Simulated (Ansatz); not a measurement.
**SnH₂F₂: up Jacob's ladder to CCSD(T)**

The task here is to estimate one member of a computed series from the others.

Computed with Ansatz 0.2.0, Gaussian basis. Level: functionals in def2-TZVPP, the program's frozen cores in correlated methods.

Plan: LDA (SPW92), PBE-D4, revPBE-D4, BLYP-D4, r2SCAN-D4, B97M-V, PBE0-D4, B3LYP-D4, r2SCANh-D4, r2SCAN0-D4, HSE06-D4, BHLYP-D4, CAM-B3LYP-D4, LC-ωPBE, ωB97X-V, ωB97M-V, B2PLYP, PBE-QIDH; CCSD(T)/def2-SVP; CCSD(T)/def2-TZVPP; MP2/def2-QZVPP; extrapolation to the limit; RPA on PBE.

## The relaxed structure

An earlier PBE0-D4 in a triple-zeta def2 set relaxation fixed the geometry. Sn takes the def2 core potential; no spin-orbit term is included.

5 atoms, charge 0, spin multiplicity 1.

Atoms are counted from 1 here; the program's logs count them from 0.

Bond lengths: F1–Sn2 1.909 Å, Sn2–F3 1.909 Å, Sn2–H4 1.692 Å, Sn2–H5 1.692 Å. Angles: F1–Sn2–F3 103.3°, F1–Sn2–H4 107.1°, F1–Sn2–H5 107.1°, F3–Sn2–H4 107.1°, F3–Sn2–H5 107.1°, H4–Sn2–H5 123.6°.

Coordinates:

```xyz
5

F    -0.3435   -0.3563    1.7414
Sn    0.1289   -0.0732   -0.0862
F    -1.2312    1.1107   -0.7124
H    -0.0874   -1.5471   -0.8891
H     1.5832    0.7921   -0.0950
```

The first run:

in.yaml

```yaml
crystal:
  periodic: [false, false, false]
  atoms:
    - {symbol: F, position_ang: [-0.343470, -0.356273, 1.741420]}
    - {symbol: Sn, position_ang: [0.128898, -0.073187, -0.086217]}
    - {symbol: F, position_ang: [-1.231200, 1.110697, -0.712377]}
    - {symbol: H, position_ang: [-0.087393, -1.547072, -0.889110]}
    - {symbol: H, position_ang: [1.583165, 0.792136, -0.095017]}
basis:
  gaussian: {orbitals: def2-TZVPP}
hamiltonian: {xc: lda}
output: {orbitals: {seedname: orbitals}}
```

Steps of the session up to this table: LDA; PBE-D4 (GGA); revPBE-D4 (GGA); BLYP-D4 (GGA); r2SCAN-D4 (meta-GGA); B97M-V (meta-GGA); PBE0-D4 (hybrid); B3LYP-D4 (hybrid); r2SCANh-D4 (hybrid); r2SCAN0-D4 (hybrid); HSE06-D4 (hybrid); BHLYP-D4 (hybrid); CAM-B3LYP-D4 (range-separated); LC-ωPBE-D4 (range-separated; the results give it without D4); ωB97X-V (range-separated); ωB97M-V (range-separated); B2PLYP (double hybrid); PBE-QIDH (double hybrid).

One table of the session follows, with a row left open; its other results are not shown here.

It belongs to the step «Frontier levels by functional». 

```
  functional  HOMO (eV)  gap (eV)
 LDA (SPW92)      -8.42      6.21
      PBE-D4      -8.30      6.35
   revPBE-D4      -8.24      6.39
     BLYP-D4      -8.24      6.27
   r2SCAN-D4      -8.71      7.10
      B97M-V      -8.83      7.08
     PBE0-D4      -9.87      8.91
    B3LYP-D4          ?         ?
  r2SCANh-D4      -9.30      8.03
  r2SCAN0-D4     -10.14      9.39
    HSE06-D4      -9.46      8.13
    BHLYP-D4     -11.29     11.14
CAM-B3LYP-D4     -11.29     11.28
     LC-ωPBE     -12.60     13.80
     ωB97X-V     -12.27     13.34
     ωB97M-V     -12.12     12.83
```

Q: Estimate the row for B3LYP-D4 from the others.

Worked estimate for «HOMO (eV)». Against the share of exact exchange, BLYP-D4 (0, -8.24), BHLYP-D4 (0.5, -11.29) give a slope of -6.10 per unit share; at 0.2 the line stands at -9.46.

**Answer.** HOMO (eV): -9.66; gap (eV): 8.31. In «HOMO (eV)» the line misses by +0.20.
